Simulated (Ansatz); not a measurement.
# AsH2Se (quartet): wave-function methods side by side at distance As1–Se2 = 9.267 Å, cc-pVDZ

How much of the correlation energy of AsH2Se (quartet) does each wave-function method recover here?

Program: Ansatz 0.2.0, Gaussian basis. Level of theory: cc-pVDZ, core rule «outside noble gas», up to 28 orbitals frozen. These are calculated values, not measurements.

Plan: UHF; CCSD(T) on ROHF; CCSD(T) on UHF; BCCD(T) on ROHF; CISD; CCSDT(Q) on ROHF; CCSDT(Q) on UHF; CASSCF and MRCISD+Q, 5 electrons in 5 orbitals; CASSCF and NEVPT2, 5 electrons in 5 orbitals; CASSCF and MRCISD+Q, 13 electrons in 10 orbitals; CASSCF and NEVPT4(SD), 13 electrons in 10 orbitals; CASSCF and NEVPT2, 13 electrons in 10 orbitals.

30 further runs of the same task are left out: 27 that didn't finish, 3 set aside as unsound or not needed.

### Step 1. The geometry

The geometry derives from a PBE0/def2-TZVP stationary point (not a proven minimum). One bond is set to the value named and the two fragments are kept rigid. No spin-orbit coupling is included. The filled d shell of As, Se may be among the frozen orbitals whatever the setting's name suggests; the logs give the count.

4 atoms, charge 0, spin multiplicity 4.

Atoms are counted from 1 here; the program's logs count them from 0.

Bond lengths: As1–H3 1.517 Å, As1–H4 1.551 Å. Angles: H3–As1–H4 94.7°.

### Step 2. UHF

Contents of in.yaml:

```yaml
crystal:
  periodic: [false, false, false]
  atoms:
    - {symbol: As, position_ang: [0.000133, -0.351136, 1.910249]}
    - {symbol: Se, position_ang: [0.000048, -0.242619, -7.356115]}
    - {symbol: H, position_ang: [0.000066, 1.162957, 2.000303]}
    - {symbol: H, position_ang: [-0.000248, -0.569201, 3.445563]}
basis:
  gaussian: {orbitals: cc-pVDZ}
magnetization: {spin_polarized: true, initial_magnetization: 3}
hamiltonian: {xc: hf}
output: {orbitals: {seedname: orbitals}}
```

Run with:

```bash
$ ansatz run in.yaml --threads 1 --pin off --events-out ev --progress --plain --max-ram 2393MiB
```

Further steps of the session: CCSD(T) on ROHF; CCSD(T) on UHF; BCCD(T) on ROHF; CISD; CCSDT(Q) on ROHF; CCSDT(Q) on UHF; CASSCF and MRCISD+Q, 5 electrons in 5 orbitals; CASSCF and NEVPT2, 5 electrons in 5 orbitals; CASSCF and MRCISD+Q, 13 electrons in 10 orbitals; CASSCF and NEVPT4(SD), 13 electrons in 10 orbitals; CASSCF and NEVPT2, 13 electrons in 10 orbitals.

**Question.** What will the summary of the whole plan be? Wanted: UCCSDT(Q) below the RHF energy; RMP2 from UCCSDT(Q); UMP2 from UCCSDT(Q); RCCSD from UCCSDT(Q); RCCSD(T) from UCCSDT(Q); UCCSD(T) from UCCSDT(Q); RCCSDT(Q) from UCCSDT(Q); NEVPT2 pair from UCCSDT(Q); MRCISD+Q pair from UCCSDT(Q).

**Answer**, as computed:

```
                         quantity                                                                                    value
   UCCSDT(Q) below the RHF energy                                                                               -6.0310 eV
              RMP2 from UCCSDT(Q)                                                                          +27.49 kcal/mol
              UMP2 from UCCSDT(Q)                                                                          +27.88 kcal/mol
             RCCSD from UCCSDT(Q)                                                                           +3.00 kcal/mol
          RCCSD(T) from UCCSDT(Q)                                                                           +0.82 kcal/mol
          UCCSD(T) from UCCSDT(Q)                                                                           +0.57 kcal/mol
         RCCSDT(Q) from UCCSDT(Q)                                                                           +0.24 kcal/mol
       NEVPT2 pair from UCCSDT(Q)                                                                          +25.67 kcal/mol
     MRCISD+Q pair from UCCSDT(Q)                                                                           +0.14 kcal/mol
    NEVPT2 valence from UCCSDT(Q)                                                                          +27.63 kcal/mol
levels within 1 kcal/mol (43 meV)  RCCSD(T), UCCSD(T), BCCD(T), RCCSDT, UCCSDT, RCCSDT(Q), MRCISD+Q pair, MRCISD+Q valence
                    T1 diagnostic                                                                                    0.015
   effectively unpaired electrons                                                                                     3.02
```

In words: RCCSD(T) lands +0.82 kcal/mol from the yardstick (0.6 % of the correlation energy). One determinant dominates. Of the multireference levels listed MRCISD+Q valence comes nearest in total energy (+0.02 kcal/mol), which doesn't show that its space is the better one. These misses are within one basis, not against nature; the frozen cores of restricted and unrestricted runs differ, which can shift their rows.
